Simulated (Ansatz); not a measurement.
# GeH2O: vertical ionisation energy

How much energy removes an electron from GeH2O at fixed geometry? The cation is run at each level and the neutral's energy taken from earlier runs.

The runs use Ansatz 0.2.0, Gaussian basis; unrestricted cation, the program's frozen cores in correlated methods.

Plan: UKS PBE-D4/def2-TZVPP; UKS r2SCAN-D4/def2-TZVPP; UKS PBE0-D4/def2-TZVPP; UKS B3LYP-D4/def2-TZVPP; UKS wB97X-V/def2-TZVPP; UKS wB97M-V/def2-TZVPP; UKS B2PLYP/def2-TZVPP; UHF-CCSD(T)/def2-TZVPP; UHF-CCSD(T)/def2-QZVPP; extrapolation to the limit; then −ε(HOMO) from the neutral's earlier runs with LDA (SPW92), PBE-D4, revPBE-D4, BLYP-D4, r2SCAN-D4, B97M-V, PBE0-D4, B3LYP-D4, r2SCANh-D4, r2SCAN0-D4, HSE06-D4, BHLYP-D4, CAM-B3LYP-D4, LC-ωPBE, ωB97X-V, ωB97M-V.

## 1. The relaxed structure

The geometry comes from an earlier relaxation with PBE0-D4/def2-TZVP; it is a stationary point.

SMILES `[OH][GeH]`, 4 atoms, charge 0, spin multiplicity 1.

Atoms are counted from 1 here; the program's logs count them from 0.

Bond lengths: O1–Ge2 1.791 Å, O1–H3 0.961 Å, Ge2–H4 1.599 Å. Angles: Ge2–O1–H3 111.5°, O1–Ge2–H4 92.3°.

## 2. Cation, UKS PBE-D4/def2-TZVPP

Input file in.yaml:

```yaml
crystal:
  periodic: [false, false, false]
  atoms:
    - {symbol: O, position_ang: [-0.122321, -0.662233, 0.516285]}
    - {symbol: Ge, position_ang: [0.511645, 0.566057, -0.621920]}
    - {symbol: H, position_ang: [0.543504, -1.322222, 0.728865]}
    - {symbol: H, position_ang: [-0.877329, 1.358099, -0.643530]}
basis:
  gaussian: {orbitals: def2-TZVPP}
total_charge: 1
magnetization: {spin_polarized: true, initial_magnetization: 1}
hamiltonian: {xc: pbe, dispersion: d4}
```

Run with:

```console
$ ansatz run in.yaml --threads 2 --pin off --events-out ev --progress --plain --max-ram 20480MiB --backend cpu
```

The runs that follow: Cation, UKS r2SCAN-D4/def2-TZVPP; Cation, UKS PBE0-D4/def2-TZVPP; Cation, UKS B3LYP-D4/def2-TZVPP; Cation, UKS wB97X-V/def2-TZVPP; Cation, UKS wB97M-V/def2-TZVPP; Cation, UKS B2PLYP (frozen core)/def2-TZVPP; Cation, UHF-CCSD(T)/def2-TZVPP; Cation, UHF-CCSD(T)/def2-QZVPP.

**Question.** What will the summary of the whole plan be? Wanted: ionisation energy, CCSD(T)/CBS; nearest functional by difference; nearest −ε(HOMO); −ε(HOMO) of PBE; T1 of the cation.

**Answer**, as computed:

| quantity | value |
| --- | --- |
| ionisation energy, CCSD(T)/CBS | 9.53 eV |
| nearest functional by difference | B3LYP-D4 (-0.22 eV) |
| nearest −ε(HOMO) | LC-ωPBE (-0.22 eV) |
| −ε(HOMO) of PBE | 5.60 eV |
| T1 of the cation | 0.022 |

In words: By cation minus neutral, the functionals miss by 0.45 eV at most. −ε(HOMO) of PBE misses by 3.9 eV, since self-interaction lifts the level. Among orbital estimates LC-ωPBE comes nearest. Hartree-Fock falls 1.08 eV short, as the neutral has more correlation energy than the cation. Correlated methods include outer-core shells of Ge, which these sets cover unevenly. With outer-core shells in play the reference is unsure by up to some tenths of an eV, so close misses can't be ranked.
